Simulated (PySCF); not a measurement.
# C5H15FGeSi: NMR shifts in solvents

Aim: compute the NMR shifts of C5H15FGeSi (`C[CH](C)[GeH2][C@@H]([SiH3])CF`), and see what a dielectric continuum does where one was used.

Computed with PySCF 2.14.0, with density-fitted response routines of our own, on a single molecule, in the gas phase or a continuum. Atoms count from 0, in the outputs and in this text.

### 1 The starting structure

23 atoms, charge 0, multiplicity 1; geometry from: GFN2-xTB.

Bonds of the start (Å): C0–C1 1.52, C1–C2 1.52, C1–Ge3 2.00, Ge3–C4 2.00, C4–Si5 1.90, C4–C6 1.51, C6–F7 1.39, C0–H8 1.09, C0–H9 1.09, C0–H10 1.09, C1–H11 1.09, C2–H12 1.09, C2–H13 1.09, C2–H14 1.09, Ge3–H15 1.51, Ge3–H16 1.51, C4–H17 1.09, Si5–H18 1.46, Si5–H19 1.47, Si5–H20 1.46, C6–H21 1.09, C6–H22 1.09.

### 2 Optimising the geometry at PBE0-D3(BJ)/def2-SVP

The job: settings as JSON, then the geometry in Å.

```
{"job": {"xc": "PBE0", "basis": "def2-SVP", "d3": "d3bj", "grid": 1, "kind": "geom"}, "charge": 0, "multiplicity": 1}
C      2.115045     0.223737    -1.037990
C      1.538978    -0.551333     0.139687
C      2.595282    -0.760188     1.216718
Ge    -0.046698     0.400216     0.900272
C     -1.534952     0.617479    -0.417921
Si    -1.922840    -0.960654    -1.397113
C     -2.743314     1.096794     0.348805
F     -2.363063     2.084138     1.243697
H      1.377736     0.324303    -1.833594
H      2.418560     1.221733    -0.723050
H      2.989833    -0.282436    -1.445368
H      1.213144    -1.532501    -0.218843
H      3.459724    -1.288550     0.815542
H      2.189319    -1.340790     2.043456
H      2.932185     0.198748     1.608478
H     -0.587436    -0.359500     2.091058
H      0.376411     1.751366     1.419058
H     -1.234564     1.403916    -1.114627
H     -2.129501    -2.077628    -0.472279
H     -3.146119    -0.735629    -2.172986
H     -0.808193    -1.245730    -2.301570
H     -3.512082     1.539089    -0.293148
H     -3.182208     0.300401     0.957312
```

The program printed:

```text
step   0  E = -2664.60799466  max force = 0.016511
step   1  E = -2664.61281575  max force = 0.003344
step   2  E = -2664.61301274  max force = 0.000705
step   3  E = -2664.61303351  max force = 0.000414
step   4  E = -2664.61304752  max force = 0.000440
optimisation converged
```

Run time: 3.5 min. Hardware: 1 thread, shared host.

Along the way:

| step | energy from step 0 (eV) | largest force component (eV/Å) |
| --- | --- | --- |
| 0 | 0.0000 | 0.8490 |
| 1 | -0.1312 | 0.1720 |
| 2 | -0.1365 | 0.0363 |
| 3 | -0.1371 | 0.0213 |
| 4 | -0.1375 | 0.0226 |

Close pairs (by a distance rule), those that changed most:

| bond | before (Å) | after (Å) | change (Å) |
| --- | --- | --- | --- |
| Ge3–H16 | 1.508 | 1.541 | +0.033 |
| Ge3–H15 | 1.512 | 1.545 | +0.032 |
| Si5–H19 | 1.466 | 1.497 | +0.031 |
| Si5–H18 | 1.465 | 1.496 | +0.031 |
| Si5–H20 | 1.463 | 1.493 | +0.029 |
| C1–Ge3 | 2.000 | 1.972 | -0.027 |
| Ge3–C4 | 2.000 | 1.983 | -0.017 |
| C2–H12 | 1.090 | 1.103 | +0.014 |

The end geometry stands in the next job.

| at the end point | value |
| --- | --- |
| point group (found at 0.08 Å tolerance) | C1 |
| rotational constants (GHz, main isotopes) | 1.560, 0.795, 0.604 |
| dipole moment (D) | 1.58 |

### 3 Nuclear shieldings: PBE0/pcSseg-1 in acetonitrile

The job: settings as JSON, then the geometry in Å.

```
{"job": {"kind": "nmr", "xc": "PBE0", "basis": "pcSseg-1", "solvent": "acetonitrile", "pop": true}, "charge": 0, "multiplicity": 1}
C      1.840952     0.185063    -0.991264
C      1.336442    -0.612660     0.207388
C      2.447986    -0.894394     1.213561
Ge    -0.162865     0.315760     1.090295
C     -1.689210     0.563882    -0.150966
Si    -2.031131    -1.006830    -1.139955
C     -2.918881     1.027800     0.602651
F     -2.615470     2.057976     1.469095
H      1.061235     0.325834    -1.756014
H      2.194334     1.184706    -0.688210
H      2.688719    -0.325596    -1.479078
H      0.935316    -1.577723    -0.150741
H      3.282540    -1.437261     0.737775
H      2.095991    -1.504122     2.060143
H      2.862768     0.040247     1.626374
H     -0.671476    -0.518870     2.286670
H      0.339243     1.684828     1.588824
H     -1.383299     1.342732    -0.872077
H     -2.195071    -2.175017    -0.219579
H     -3.287486    -0.865292    -1.942394
H     -0.901533    -1.284045    -2.075773
H     -3.700320     1.392105    -0.087161
H     -3.347694     0.204783     1.202879
```

Level: GIAO PBE0/pcSseg-1 NMR shielding, non-relativistic, IEF-PCM acetonitrile.

The program printed:

```text
coarse grid: 82112 points
cycle   1  E = -2664.8033980862  dE = -3.137e-01  |g| = 1.001e+00  |ddm| = 4.157e+00
cycle   2  E = -2664.7554079905  dE =  4.799e-02  |g| = 1.094e+00  |ddm| = 1.180e+00
cycle   3  E = -2664.9033491523  dE = -1.479e-01  |g| = 1.051e-01  |ddm| = 7.331e-01
cycle   4  E = -2664.9049022336  dE = -1.553e-03  |g| = 4.499e-02  |ddm| = 8.738e-02
cycle   5  E = -2664.9051915920  dE = -2.894e-04  |g| = 6.385e-03  |ddm| = 3.111e-02
cycle   6  E = -2664.9051992852  dE = -7.693e-06  |g| = 2.209e-03  |ddm| = 7.545e-03
final grid: 173192 points
cycle   7  E = -2664.9053038757  dE =  8.544e-07  |g| = 3.006e-03  |ddm| = 5.132e-03
cycle   8  E = -2664.9053016973  dE =  2.178e-06  |g| = 4.256e-03  |ddm| = 6.258e-03
cycle   9  E = -2664.9053061274  dE = -4.430e-06  |g| = 2.453e-04  |ddm| = 3.654e-03
cycle  10  E = -2664.9053061369  dE = -9.493e-09  |g| = 3.506e-05  |ddm| = 1.660e-04
cycle  11  E = -2664.9053061371  dE = -2.128e-10  |g| = 4.987e-06  |ddm| = 3.098e-05
converged SCF energy = -2664.9053061371

GIAO shielding tensors (ppm)
atom      isotropic    diamagn.    paramagn.     s11        s22        s33       span
  0 C      164.563     248.864     -84.302    151.591    156.439    185.658     34.067
  1 C      168.623     250.459     -81.837    163.262    170.037    172.569      9.307
  2 C      163.455     245.614     -82.159    146.768    156.040    187.557     40.789
  3 Ge    1430.023    2759.061   -1329.038   1358.663   1394.587   1536.819    178.157
  4 C      176.159     257.153     -80.994    155.563    176.279    196.634     41.071
  5 Si     423.188     880.736    -457.548    393.129    407.250    469.186     76.057
  6 C       99.083     239.136    -140.053     55.495     84.990    156.765    101.269
  7 F      400.009     477.634     -77.624    359.428    376.703    463.897    104.469
  8 H       29.888      32.739      -2.851     24.025     30.291     35.349     11.324
  9 H       30.418      31.623      -1.206     26.308     28.656     36.289      9.982
 10 H       30.081      30.155      -0.074     25.623     26.787     37.834     12.211
 11 H       30.044      34.345      -4.301     25.551     29.441     35.140      9.588
 12 H       30.002      28.350       1.652     25.304     26.918     37.785     12.482
 13 H       29.967      29.469       0.498     24.485     28.287     37.130     12.645
 14 H       30.336      29.643       0.693     25.974     28.635     36.399     10.426
 15 H       27.384      32.173      -4.789     21.099     23.377     37.677     16.579
 16 H       27.400      31.746      -4.346     20.677     23.971     37.551     16.874
 17 H       29.829      33.760      -3.931     25.706     28.303     35.478      9.772
 18 H       27.598      30.108      -2.509     23.991     26.227     32.577      8.586
 19 H       27.458      28.825      -1.367     23.690     24.888     33.795     10.105
 20 H       27.350      30.487      -3.137     22.857     27.576     31.618      8.761
 21 H       26.240      26.619      -0.379     20.594     26.892     31.235     10.641
 22 H       26.815      28.092      -1.277     21.616     27.912     30.917      9.301
```

It took 100 s on 1 thread, shared host.

Shifts follow as δ = σ(reference) − σ, with reference shieldings (ppm) from runs at the same level and on the same kind of geometry: ¹H TMS 31.24, ¹³C TMS 185.5, ²⁹Si TMS 351.8, ¹⁹F CFCl3 180.5, ⁷³Ge GeMe4 1329. The references are single molecules in the same continuum, so shifts against H2O, NH3, PH3, H3PO4 or CFCl3 are not on the usual liquid scales and can be off by tens of ppm. Atoms listed in one row are averaged.

| atoms | environment | σ (ppm) | δ (ppm) |
| --- | --- | --- | --- |
| C6 | sp3 CH2 bonded to F | 99.1 | 86.4 |
| C2 | methyl carbon | 163.5 | 22.0 |
| C0 | methyl carbon | 164.6 | 20.9 |
| C1 | sp3 CH bonded to Ge | 168.6 | 16.8 |
| C4 | sp3 CH bonded to Ge and Si | 176.2 | 9.3 |
| H21 | hydrogen on an sp3 CH2 bonded to F | 26.24 | 5.00 |
| H22 | hydrogen on an sp3 CH2 bonded to F | 26.81 | 4.43 |
| H15 | hydrogen on a germanium bonded to 2 C | 27.38 | 3.86 |
| H16 | hydrogen on a germanium bonded to 2 C | 27.40 | 3.84 |
| H18, H19, H20 | hydrogen on a silicon bonded to C | 27.47 | 3.77 |
| H17 | hydrogen on an sp3 CH bonded to Ge and Si | 29.83 | 1.41 |
| H11 | hydrogen on an sp3 CH bonded to Ge | 30.04 | 1.20 |
| H12, H13, H14 | hydrogen on a methyl carbon | 30.10 | 1.14 |
| H8, H9, H10 | hydrogen on a methyl carbon | 30.13 | 1.11 |
| Ge3 | germanium bonded to 2 C, 2 H | 1430 | -101 |
| Si5 | silicon bonded to C, 3 H | 423.2 | -71.4 |
| F7 | fluorine on an sp3 carbon | 400.0 | -219.5 |

The run also stored atomic charges by several schemes (e):

| atoms | Mulliken | IAO | Hirshfeld | ESP fit |
| --- | --- | --- | --- | --- |
| C0 | -0.24 | -0.41 | -0.12 | -0.48 |
| C1 | -0.61 | -0.32 | -0.09 | 0.37 |
| C2 | -0.23 | -0.41 | -0.12 | -0.53 |
| Ge3 | 0.47 | 0.60 | 0.32 | 0.08 |
| C4 | -0.86 | -0.63 | -0.20 | -0.16 |
| Si5 | 0.49 | 0.58 | 0.31 | 0.23 |
| C6 | 0.23 | 0.05 | 0.02 | 0.03 |
| F7 | -0.36 | -0.34 | -0.13 | -0.26 |

Mayer bond orders: C0–C1 1.01, C1–C2 1.02, C1–Ge3 0.92, Ge3–C4 0.86, C4–Si5 0.87, C4–C6 1.02, C6–F7 0.85.

### 4 Nuclear shieldings: PBE0/pcSseg-1 in tetrahydrofuran

Settings changed since step 3:

```diff
@@ -1,2 +1,2 @@
-{"job": {"kind": "nmr", "xc": "PBE0", "basis": "pcSseg-1", "solvent": "acetonitrile", "pop": true}, "charge": 0, "multiplicity": 1}
+{"job": {"kind": "nmr", "xc": "PBE0", "basis": "pcSseg-1", "solvent": "tetrahydrofuran", "pop": false}, "charge": 0, "multiplicity": 1}
 C      1.840952     0.185063    -0.991264
```

With the program's defaults for keys left out, this is: GIAO PBE0/pcSseg-1 NMR shielding, non-relativistic, IEF-PCM tetrahydrofuran.

The program printed:

```text
coarse grid: 82112 points
cycle   1  E = -2664.8021921480  dE = -3.126e-01  |g| = 1.002e+00  |ddm| = 4.157e+00
cycle   2  E = -2664.7532670379  dE =  4.893e-02  |g| = 1.097e+00  |ddm| = 1.187e+00
cycle   3  E = -2664.9024792841  dE = -1.492e-01  |g| = 1.068e-01  |ddm| = 7.399e-01
cycle   4  E = -2664.9040866663  dE = -1.607e-03  |g| = 4.589e-02  |ddm| = 8.929e-02
cycle   5  E = -2664.9043869358  dE = -3.003e-04  |g| = 6.558e-03  |ddm| = 3.199e-02
cycle   6  E = -2664.9043952085  dE = -8.273e-06  |g| = 2.256e-03  |ddm| = 7.842e-03
final grid: 173192 points
cycle   7  E = -2664.9044997883  dE =  9.207e-07  |g| = 3.077e-03  |ddm| = 5.241e-03
cycle   8  E = -2664.9044974489  dE =  2.339e-06  |g| = 4.375e-03  |ddm| = 6.498e-03
cycle   9  E = -2664.9045021609  dE = -4.712e-06  |g| = 2.560e-04  |ddm| = 3.801e-03
cycle  10  E = -2664.9045021711  dE = -1.023e-08  |g| = 3.682e-05  |ddm| = 1.742e-04
cycle  11  E = -2664.9045021713  dE = -2.465e-10  |g| = 4.834e-06  |ddm| = 3.249e-05
converged SCF energy = -2664.9045021713

GIAO shielding tensors (ppm)
atom      isotropic    diamagn.    paramagn.     s11        s22        s33       span
  0 C      164.440     248.810     -84.370    151.454    156.325    185.540     34.085
  1 C      168.682     250.544     -81.862    163.349    170.066    172.632      9.283
  2 C      163.377     245.535     -82.158    146.704    155.982    187.444     40.739
  3 Ge    1429.897    2759.010   -1329.113   1359.140   1394.854   1535.698    176.558
  4 C      176.207     257.211     -81.004    155.764    176.175    196.681     40.917
  5 Si     423.316     880.757    -457.441    393.112    407.428    469.409     76.297
  6 C       99.251     239.003    -139.752     55.823     85.319    156.611    100.788
  7 F      398.610     477.465     -78.855    357.967    375.133    462.729    104.763
  8 H       29.917      32.758      -2.840     24.061     30.322     35.369     11.308
  9 H       30.418      31.615      -1.198     26.318     28.651     36.285      9.966
 10 H       30.081      30.157      -0.077     25.625     26.787     37.830     12.205
 11 H       30.072      34.376      -4.305     25.581     29.475     35.158      9.576
 12 H       30.010      28.348       1.662     25.313     26.927     37.790     12.477
 13 H       29.969      29.459       0.510     24.488     28.286     37.134     12.646
 14 H       30.337      29.631       0.706     25.977     28.632     36.403     10.427
 15 H       27.367      32.133      -4.765     21.070     23.363     37.669     16.599
 16 H       27.357      31.670      -4.313     20.622     23.921     37.529     16.907
 17 H       29.893      33.829      -3.936     25.779     28.382     35.517      9.738
 18 H       27.588      30.091      -2.503     23.979     26.218     32.568      8.590
 19 H       27.456      28.829      -1.373     23.690     24.882     33.797     10.107
 20 H       27.352      30.483      -3.130     22.860     27.575     31.621      8.761
 21 H       26.278      26.655      -0.376     20.636     26.925     31.274     10.638
 22 H       26.847      28.115      -1.268     21.658     27.938     30.945      9.287
```

Wall time 88 s (1 thread, shared host).

Key values: δ C6 86.0, C2 21.9, C0 20.8, C1 16.6, H21 4.97, H22 4.40 ppm.

### 5 Run by run: NMR shifts

Shifts (ppm) of some atoms, chosen among heavy atoms and hydrogens apart, with basis size and wall time:

| run | C6 | C1 | C4 | H16 | H17 | Ge3 | F7 | functions | time |
| --- | --- | --- | --- | --- | --- | --- | --- | --- | --- |
| PBE0/pcSseg-1 in acetonitrile | 86.4 | 16.8 | 9.3 | 3.84 | 1.41 | -101 | -219.5 | 242 | 100 s |
| PBE0/pcSseg-1 in tetrahydrofuran | 86.0 | 16.6 | 9.1 | 3.89 | 1.35 | -101 | -218.6 | 242 | 88 s |

The continuum's effect on the ground state:

| solvent | ε | polarisation energy (Eh) | μ (D) |
| --- | --- | --- | --- |
| tetrahydrofuran | 7.43 | -0.0044 | 2.08 |
| acetonitrile | 35.69 | -0.0054 | 2.18 |

### 6 What came out

| quantity | value |
| --- | --- |
| point group | C1 |
| rotational constants (main isotopes) | 1.56, 0.79, 0.60 GHz |
| ¹³C shifts against TMS (PBE0/pcSseg-1, acetonitrile) | 86.4, 22.0, 20.9, 16.8, 9.3 ppm |
| ¹H shifts against TMS (PBE0/pcSseg-1, acetonitrile, means over atoms taken as alike) | 5.00, 4.43, 3.86, 3.84, 3.77, 1.41, 1.20, 1.14, 1.11 ppm |
| ⁷³Ge shifts against GeMe4 (PBE0/pcSseg-1, acetonitrile) | -101 ppm |
| ²⁹Si shifts against TMS (PBE0/pcSseg-1, acetonitrile) | -71.4 ppm |
| ¹⁹F shifts against CFCl3 (PBE0/pcSseg-1, acetonitrile) | -219.5 ppm |
| range of the shift of F7 | -219.5 to -218.6 ppm |

In words: Over 4 steps the energy fell by 0.137 eV; of the close pairs, Ge3–H16 changed most, 1.508 to 1.541 Å. At PBE0/pcSseg-1: Shielding is most anisotropic at Ge3 (span 178 ppm, paramagnetic term -1329 ppm). Across the 2 runs the shift of F7 moves most, between -219.5 (PBE0/pcSseg-1 in acetonitrile) and -218.6 ppm (PBE0/pcSseg-1 in tetrahydrofuran). The continuum holds electrostatics alone: no hydrogen bonds to the solvent, and the gas-phase geometry is kept. Spin-orbit coupling is left out, which matters for shieldings and couplings at and beside the heavy atoms.
